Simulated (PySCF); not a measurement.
# A diatomic session: AsF−

What are the lowest state that PBE0 finds, the bond length, vibrational wavenumber and bond energy of AsF−, and how much do these hang on the method?

Computed with PySCF 2.14.0. Level: As aug-cc-pVDZ-DK, F aug-cc-pVDZ-DK, spin-free X2C with a Gaussian nucleus.

### 1 Set-up

The job is set up so:

```
atoms                         : As, F
charge                        : -1
basis                         : As aug-cc-pVDZ-DK, F aug-cc-pVDZ-DK
Hamiltonian                   : spin-free X2C with a Gaussian nucleus
basis functions               : 59
electrons treated             : 43
masses in u                   : 74.9216, 18.9984
levels                        : PBE0, PBE, r²SCAN, MN15, M06-L, B3LYP, HF, MP2, SCS-MP2, CCSD, CCSD(T)
grid                          : 80 radial by 434 angular points
occupations                   : held fixed by the projection of orbital angular momentum
dissociation limit            : As + F−, each in its ground configuration
starting distance in angstrom : 1.890
values of 2S to try           : 1, 3
```

The run is started by

```sh
$ OMP_NUM_THREADS=1 python dia.py task.json out
```

Further steps of the session: PBE0 along the bond; Excited determinants; PBE (GGA); r²SCAN (meta-GGA); MN15; M06-L (meta-GGA); B3LYP; UHF (mean field); Adding correlation.

What does the calculation give? Wanted: for each run, Re; ωe; De; μ.

**Answer**, as computed:

Lowest PBE0 solution found, without spin–orbit coupling: ²Π (doublet), unpaired electrons π ↑. State 2 has its PBE0 minimum 0.73 eV higher. State 3 has its PBE0 minimum 1.27 eV higher, as a spin-mixed determinant (⟨S²⟩ = 1.76), so this is no gap between pure states. State 4 has its PBE0 minimum 1.33 eV higher, as a spin-mixed determinant (⟨S²⟩ = 1.76), so this is no gap between pure states. The other levels ran on the lowest alone.

| level | Re (Å) | ωe (cm⁻¹) | De (eV) | μ (D) |
| --- | --- | --- | --- | --- |
| UHF | 1.846 | 551 | 0.80 | -0.82 |
| UHF-MP2 | 1.876 | 532 | 1.16 | n/a |
| UHF-SCS-MP2 | 1.880 | 525 | 1.23 | n/a |
| UHF-CCSD | 1.873 | 533 | 1.22 | n/a |
| UHF-CCSD(T) | 1.879 | 525 | 1.29 | n/a |
| PBE | 1.892 | 507 | 1.82 | -0.55 |
| r²SCAN | 1.868 | 530 | 1.77 | -0.46 |
| M06-L | 1.880 | 513 | 2.08 | -0.45 |
| B3LYP | 1.884 | 514 | 1.77 | -0.76 |
| PBE0 | 1.864 | 537 | 1.72 | -0.60 |
| MN15 | 1.853 | 547 | 1.70 | -0.57 |

De is counted to As + F− in their ground configurations. A positive dipole points from As to F; in an ion it is taken about the centre of mass and does not tell which atom is negative.

Differences from CCSD(T) in the same basis:

```
      level  Re (mÅ)  ωe (%)
        UHF      -33    +5.1
    UHF-MP2       -3    +1.4
UHF-SCS-MP2       +1    +0.2
   UHF-CCSD       -7    +1.6
        PBE      +13    -3.3
     r²SCAN      -11    +1.1
      M06-L       +1    -2.1
      B3LYP       +5    -2.1
       PBE0      -15    +2.4
       MN15      -26    +4.3
```

**Reading.** Judged by CCSD(T) in the same basis: best bond length UHF-SCS-MP2 and M06-L (+1 mÅ), worst UHF (-33 mÅ); best wavenumber UHF-SCS-MP2 (+0.2 %), worst UHF (+5.1 %). Hartree–Fock makes the bond too short and too stiff against this reference, as it mostly does. PBE gives a bond that is too long and too soft, as GGAs tend to. CCSD(T) in a basis this small is itself some way from its limit, more so than the functionals. Among the levels with a De in the table, it runs from 0.80 eV (UHF) to 2.08 eV (M06-L).

Correlated steps freeze 10 core orbitals. With some functionals the highest level of the anion is positive, from self-interaction error or because the anion is truly unbound there; the finite basis then holds the extra electron, and no neutral molecule was run to test the binding.
